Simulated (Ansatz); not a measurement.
**C₆H₁₈N₃Sc: up Jacob's ladder to CCSD(T)**

One table from this session's results is given with a row withheld; the runs are named, their logs left out.

The runs use Ansatz 0.2.0, Gaussian basis; functionals in def2-TZVPP, the program's frozen cores in correlated methods.

Plan: LDA (SPW92), PBE-D4, revPBE-D4, BLYP-D4, r2SCAN-D4, B97M-V, PBE0-D4, B3LYP-D4, r2SCANh-D4, r2SCAN0-D4, HSE06-D4, BHLYP-D4, CAM-B3LYP-D4, LC-ωPBE, ωB97X-V, ωB97M-V, B2PLYP, PBE-QIDH; CCSD(T)/def2-SVP; CCSD(T)/def2-TZVPP; MP2/def2-QZVPP; extrapolation to the limit; RPA on PBE.

## The geometry

An earlier PBE0-D4 in a triple-zeta def2 set relaxation fixed the geometry.

28 atoms, charge 0, spin multiplicity 1.

Atoms are counted from 1 here; the program's logs count them from 0.

Bond lengths: C1–N2 1.440 Å, C1–H11 1.095 Å, C1–H12 1.103 Å, C1–H13 1.102 Å, N2–C3 1.440 Å, N2–Sc4 2.003 Å, C3–H14 1.103 Å, C3–H15 1.102 Å, C3–H16 1.095 Å, Sc4–N5 2.004 Å, Sc4–N8 2.004 Å, N5–C6 1.440 Å, N5–C7 1.440 Å, C6–H17 1.095 Å, C6–H18 1.102 Å, C6–H19 1.103 Å, C7–H20 1.103 Å, C7–H21 1.102 Å and more. Angles: N2–C1–H11 111.2°, N2–C1–H12 112.4°, N2–C1–H13 112.0°, H11–C1–H12 107.4°, H11–C1–H13 106.9°, H12–C1–H13 106.7°, C1–N2–C3 111.2°, C1–N2–Sc4 124.4°, C3–N2–Sc4 124.4°, N2–C3–H14 112.4°, N2–C3–H15 112.0°, N2–C3–H16 111.2°, H14–C3–H15 106.7°, H14–C3–H16 107.4°, H15–C3–H16 106.9°, N2–Sc4–N5 120.0°, N2–Sc4–N8 120.0°, N5–Sc4–N8 120.0° and more.

Set-up of the first run:

The input, in.yaml:

```yaml
crystal:
  periodic: [false, false, false]
  atoms:
    - {symbol: C, position_ang: [-1.707075, -1.895991, -1.686006]}
    - {symbol: N, position_ang: [-1.650557, -0.980664, -0.576219]}
    - {symbol: C, position_ang: [-2.933480, -0.860794, 0.065973]}
    - {symbol: Sc, position_ang: [-0.000794, -0.000667, -0.000115]}
    - {symbol: N, position_ang: [-0.153763, 1.617782, 1.170910]}
    - {symbol: C, position_ang: [-1.359625, 2.384173, 1.347061]}
    - {symbol: C, position_ang: [0.929340, 2.165065, 1.945484]}
    - {symbol: N, position_ang: [1.803055, -0.638099, -0.594992]}
    - {symbol: C, position_ang: [2.074425, -1.959435, -1.097908]}
    - {symbol: C, position_ang: [2.996389, 0.166979, -0.574621]}
    - {symbol: H, position_ang: [-0.737982, -1.966784, -2.190924]}
    - {symbol: H, position_ang: [-1.991230, -2.914961, -1.375364]}
    - {symbol: H, position_ang: [-2.442005, -1.579762, -2.444076]}
    - {symbol: H, position_ang: [-3.708413, -0.470759, -0.614387]}
    - {symbol: H, position_ang: [-3.299595, -1.830908, 0.439636]}
    - {symbol: H, position_ang: [-2.884249, -0.185273, 0.926408]}
    - {symbol: H, position_ang: [-2.176001, 1.984080, 0.736683]}
    - {symbol: H, position_ang: [-1.225016, 3.437793, 1.052815]}
    - {symbol: H, position_ang: [-1.704260, 2.389570, 2.394324]}
    - {symbol: H, position_ang: [1.176335, 3.198188, 1.650103]}
    - {symbol: H, position_ang: [0.694098, 2.191381, 3.021945]}
    - {symbol: H, position_ang: [1.839372, 1.566618, 1.832082]}
    - {symbol: H, position_ang: [2.451806, -1.944941, -2.133733]}
    - {symbol: H, position_ang: [1.172398, -2.580201, -1.087654]}
    - {symbol: H, position_ang: [2.831909, -2.483344, -0.492474]}
    - {symbol: H, position_ang: [2.784672, 1.180125, -0.217044]}
    - {symbol: H, position_ang: [3.443373, 0.266868, -1.577130]}
    - {symbol: H, position_ang: [3.776862, -0.256038, 0.079226]}
basis:
  gaussian: {orbitals: def2-TZVPP}
hamiltonian: {xc: lda}
output: {orbitals: {seedname: orbitals}}
```

Command:

```
ansatz run in.yaml --threads 4 --pin off --events-out ev --progress --plain --max-ram 63488MiB --backend cuda --devices 0, --max-vram 37GiB
```

Steps of the session up to this table: LDA; PBE-D4 (GGA); revPBE-D4 (GGA); BLYP-D4 (GGA); r2SCAN-D4 (meta-GGA); B97M-V (meta-GGA); PBE0-D4 (hybrid); B3LYP-D4 (hybrid); r2SCANh-D4 (hybrid); r2SCAN0-D4 (hybrid); HSE06-D4 (hybrid); BHLYP-D4 (hybrid); CAM-B3LYP-D4 (range-separated); LC-ωPBE (range-separated); ωB97X-V (range-separated); ωB97M-V (range-separated); B2PLYP (double hybrid); PBE-QIDH (double hybrid).

One of the session's tables, all rows but one given; the rest of the session is left out.

It belongs to the step «Orbital energies across the functionals». 

| functional | HOMO (eV) | gap (eV) |
| --- | --- | --- |
| LDA (SPW92) | -4.52 | 2.42 |
| PBE-D4 | -4.39 | 2.51 |
| revPBE-D4 | ? | ? |
| BLYP-D4 | -4.30 | 2.42 |
| r2SCAN-D4 | -4.59 | 2.99 |
| B97M-V | -4.75 | 2.84 |
| PBE0-D4 | -5.60 | 4.55 |
| B3LYP-D4 | -5.42 | 4.03 |
| r2SCANh-D4 | -5.05 | 3.74 |
| r2SCAN0-D4 | -5.76 | 4.86 |
| HSE06-D4 | -5.21 | 3.78 |
| BHLYP-D4 | -6.79 | 6.37 |
| CAM-B3LYP-D4 | -6.96 | 6.69 |
| LC-ωPBE | -8.23 | 9.17 |
| ωB97X-V | -7.95 | 8.62 |
| ωB97M-V | -7.90 | 8.19 |

Q: Estimate the row for revPBE-D4 from the others.

As computed: HOMO (eV): -4.33; gap (eV): 2.60. In the column «HOMO (eV)» it lies between PBE-D4 (-4.39) and BLYP-D4 (-4.30).
